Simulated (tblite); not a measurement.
# B11H14P11: the cost of one run

Programs: tblite 0.8.0 and PySCF 2.14.0, with routines of our own; each step states its level. All values are computed. Atoms count from 0.

## 1. The system as given

36 atoms, charge 0, multiplicity 1; geometry from: force field, distance geometry or constructed start.

## 2. Relaxing the molecule with GFN2-xTB

The job: settings as JSON, then the geometry in Å.

```
{"job": {"kind": "relax", "xc": "GFN2-xTB", "basis": "xTB"}, "charge": 0, "multiplicity": 1}
P     -0.789400    -4.664600    -0.001600
B     -2.408300    -3.730200    -0.006900
P     -4.010800    -4.665100     0.001000
B     -4.016700    -6.518400    -0.006200
P     -2.406100    -7.454000     0.003400
B     -0.797600    -6.523300    -0.002600
P      4.038200     3.708900    -0.003300
B      2.430700     4.639900     0.001500
P      0.819200     3.705100    -0.000400
B      0.813700     1.846400     0.001600
P      2.425200     0.916000    -0.002100
B      4.035600     1.845200    -0.000000
P      2.423900     6.497900     0.005000
B      0.818700     7.426600    -0.002700
P     -0.796500     6.502300     0.000200
B     -0.796200     4.637800     0.006300
P      0.816900    -1.870900     0.000900
B     -0.795400    -0.946200    -0.001000
P     -2.405700    -1.871000     0.002500
B      0.819300    -3.731900     0.002700
P     -0.796600     0.921000     0.001500
B      2.426400    -0.941300    -0.000200
H     -5.225000    -3.958200     0.006600
H     -5.033400    -7.112100    -0.001500
H     -2.404600    -8.850200     0.000900
H      0.212800    -7.108700     0.002500
H      5.251200     4.409500    -0.000700
H      5.050700     1.262800     0.001200
H      3.640300     7.197600    -0.002000
H      0.817600     8.597600     0.003400
H     -2.003200     7.197800    -0.001100
H     -1.809500     4.053500     0.000200
H     -3.618600    -1.172700    -0.001900
H      1.831800    -4.319100     0.003700
H     -2.005600     1.619000    -0.003300
H      3.441000    -1.525600    -0.002900
```

The run is started by

```bash
OMP_NUM_THREADS=2 python large_run.py task.json out
```

One launch serves the whole session: the jobs run in the order shown.

**Question.** How long does this first job take on 2 threads of Intel Xeon Platinum 8259CL at 2.50GHz, shared host, and how much memory does it need?

About 27 s, with a peak of 0.16 GiB.
